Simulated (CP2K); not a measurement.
The system is HfIn4SiO6.

```
Hf In Si O
1.0
     5.43134    0.00000    0.00000
    -2.71529    4.70390    0.00000
    -0.92829   -1.60769    7.40700
Hf In Si O
1 4 1 6
Cartesian
  3.7071 0.9956 0.0000
  1.8857 0.9754 3.7035
  0.9916 2.5635 0.0000
  -0.8652 2.5638 3.7035
  4.6262 -0.6069 3.7035
  -1.7240 4.1315 0.0000
  -0.7767 -0.8564 6.4193
  2.1412 4.1970 0.9876
  2.0525 1.1367 6.4191
  1.8294 0.7504 0.9879
  -0.9973 2.7434 0.9876
  -1.0868 2.5884 6.4194
```

The cell was built by a generator and needn't be a form met in nature.

Base run:

| Quantity | Value |
| --- | --- |
| Program | CP2K 2026.2 |
| Functional | LDA |
| Potentials or basis | POTENTIAL_UZH Hf GTH-PBE-q12, In GTH-PBE-q13, Si GTH-PBE-q4, O GTH-PBE-q6; TZVP-MOLOPT-PBE-GTH basis |
| Density cutoff | 13606 eV |
| k mesh | 6 × 6 × 4 |
| Occupations | fermi-dirac, width 0.05 eV |
| Spin | no spin polarisation |

Its results: band gap on the k mesh none (metal or under the smearing width); pressure -6.0 GPa; largest force 0.401 eV/Å.

**Question.** The run is repeated on the same cell with these changes: functional from LDA to RPBE. What comes out?

**Answer.** Band gap on the k mesh none (metal or under the smearing width); pressure 1.8 GPa; largest force 0.250 eV/Å.

RPBE binds less tightly than LDA, so the same cell stands under more pressure.

Caveats: the potentials were made for another functional, which shifts forces and pressure; spin-orbit coupling is left out, which moves the levels of the heavy elements; the basis of atomic orbitals isn't converged, which shifts pressures, moduli and gaps.
